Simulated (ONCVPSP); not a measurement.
**An ONCV potential for phosphorus, from input to tests**

Task: generate the file, and judge it by its errors in other configurations, its logarithmic derivatives, its ghosts and its cutoff.

The numbers are computed with ONCVPSP 4.0.1 (PBE, scalar-relativistic, spin-unpolarised reference atom).

## 1. Settings

Typed settings, in words:

```
element                 : phosphorus (P, Z = 15)
type                    : optimised norm-conserving Vanderbilt (ONCV)
frozen core             : [Ne]
valence charge          : 5
reference configuration : 3s2 3p3
partial waves           : 3s: rc 1.40 bohr, ncon 5, nbas 8, qcut 5.8 1/bohr, 2 projectors, debl 1.5 Ha; 3p: rc 1.65 bohr, ncon 4, nbas 7, qcut 6 1/bohr, 2 projectors, debl 2.7 Ha
local potential         : polynomial inside 1.05 bohr (lpopt 5, dvloc0 0 Ha)
core correction         : polynomial model core, fcfact 0.5
```

The outer shells as boxes (Hund's rule for the drawing; the calculation is spin-unpolarised):

```
[Ne] core
3s [↑↓]
3p [↑ ][↑ ][↑ ]
```

## 2. Generating the potential

Input file P.dat:

```
# ATOM AND REFERENCE CONFIGURATION
# atsym  z   nc   nv     iexc    psfile
  P 15.00    3    2        4      upf
#
#   n    l    f
    1    0    2.00
    2    0    2.00
    2    1    6.00
    3    0    2.00
    3    1    3.00
#
# PSEUDOPOTENTIAL AND OPTIMIZATION
# lmax
    1
#
#   l,   rc,      ep,       ncon, nbas, qcut
    0    1.40    0.00    5    8    5.80
    1    1.65    0.00    4    7    6.00
#
# LOCAL POTENTIAL
# lloc, lpopt,  rc(5),   dvloc0
    4    5    1.05    0.00
#
# VANDERBILT-KLEINMAN-BYLANDER PROJECTORs
# l, nproj, debl
    0    2    1.50
    1    2    2.70
#
# MODEL CORE CHARGE
# icmod, fcfact, rcfact
    1    0.50    0.00
#
# LOG DERIVATIVE ANALYSIS
# epsh1, epsh2, depsh
   -2.00    5.00    0.02
#
# OUTPUT GRID
# rlmax, drl
    6.00    0.01
#
# TEST CONFIGURATIONS
# ncnf
    4
# nvcnf
#   n    l    f
    2
    3    0    2.00
    3    1    2.00
#
    2
    3    0    2.00
    3    1    1.00
#
    2
    3    0    2.00
    3    1    0.00
#
    2
    3    0    1.00
    3    1    3.00
#
```

On the command line:

```
$ oncvpsp.x < P.dat > P.out
```

Before running it: what results should come out? Wanted: cutoffs for 1 and 0.1 mHa per electron, occupied waves; bound ghosts; GHOST(+) flags; largest test error; largest phase difference near zero energy, channels read; rms error of d²Exc/dn², without and with the model core.

**Answer**, as computed:

```
                                                quantity                 value
  cutoffs for 1 and 0.1 mHa per electron, occupied waves       32 Ha and 78 Ha
                                            bound ghosts       s at -152.42 eV
                                          GHOST(+) flags    none at low energy
                            largest test error (AE − PS)  +48 meV, for 3s2 3p0
largest phase difference near zero energy, channels read             0.000 rad
 rms error of d²Exc/dn², without and with the model core     1.70 and 0.39 mHa
```

**Reading.** A bound ghost (s) makes it unfit for use: electrons can fall into a state that the atom doesn't have. The worst unpolarised test, 3s2 3p0, is off by 48 meV on 58.6 eV; by total energies transferability rates as fair. That test lies far up in energy; among those under 40 eV, nearer to bonding, the largest error is 11 meV. By its cutoff, 32 Ha for the looser tolerance, it is of middling hardness. At the looser tolerance the 3s wave is the slowest; 3p needs 6 Ha. Near zero energy the phases of the channels with partial waves agree within 0.001 rad. These are tests on the free atom; a crystal test is still owed.
